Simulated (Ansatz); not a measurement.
## ZnPb2N2 under changes of volume

One of the cells (21.662 Å³/atom); the others are scaled copies at fixed shape and fractional positions:

```
Pb Zn N
1.0
     3.67365    0.00000    0.00000
    -1.83682    3.18147    0.00000
     0.00000    0.00000    9.26716
Pb Zn N
2 1 2
Cartesian
  0.0000 2.1210 7.5348
  1.8368 1.0605 1.7323
  0.0000 0.0000 4.6336
  0.0000 0.0000 2.7957
  0.0000 0.0000 6.4714
```

The cell comes from a database or a generator and needn't be the stable form of this composition.

```yaml
Program: Ansatz 0.2.0
Functional: PBE
Potentials_or_basis: Ansatz PAW
Cutoff: "420 eV (not typed: the program's choice for these potentials)"
k_mesh: 8 × 8 × 3
Occupations: fermi-dirac, width 0.05 eV
Spin: no spin polarisation
```

```csv
volume (Å³/atom),energy over the lowest point (meV/atom),pressure (GPa),gap on the mesh (eV),largest force (eV/Å)
20.362,16.15,4.5,0.78,0.518
20.796,?,?,?,?
21.229,1.10,1.1,0.72,0.134
21.662,0.00,-0.3,0.69,0.112
22.095,2.57,-1.6,0.66,0.199
22.529,8.46,-2.7,0.64,0.349
22.962,17.32,-3.8,0.61,0.489
```

Problem. What does the run at 20.796 Å³/atom give?

Solution. Energy over the lowest point 6.33 meV/atom; pressure 2.8 GPa; gap on the mesh 0.75 eV; largest force 0.320 eV/Å.

Worked out: A Birch-Murnaghan fit of order 3 (a polynomial in V^(-2/3)) to the other rows has its minimum at 21.57 Å³/atom with B0 = V·E''(V) = 69 GPa and B' = 4.4 at fixed shape and positions, which overstates the stiffness. It gives 6.32 meV/atom at 20.796 Å³/atom, against the run's 6.33, and -dE/dV = 2.7 GPa, against 2.8. A straight line through the other rows of the gap, of slope -1.41 eV per unit of ln V, gives 0.75 eV, against the run's 0.75.

Energies are extrapolated to zero smearing.

Caveats: odd divisions of the mesh miss points on the zone boundary, where band edges often lie, so the gap on the mesh can be too wide; spin-orbit coupling is left out, which as a rule narrows the gap of such compounds by several tenths of an eV.

A mesh can miss the band edges.
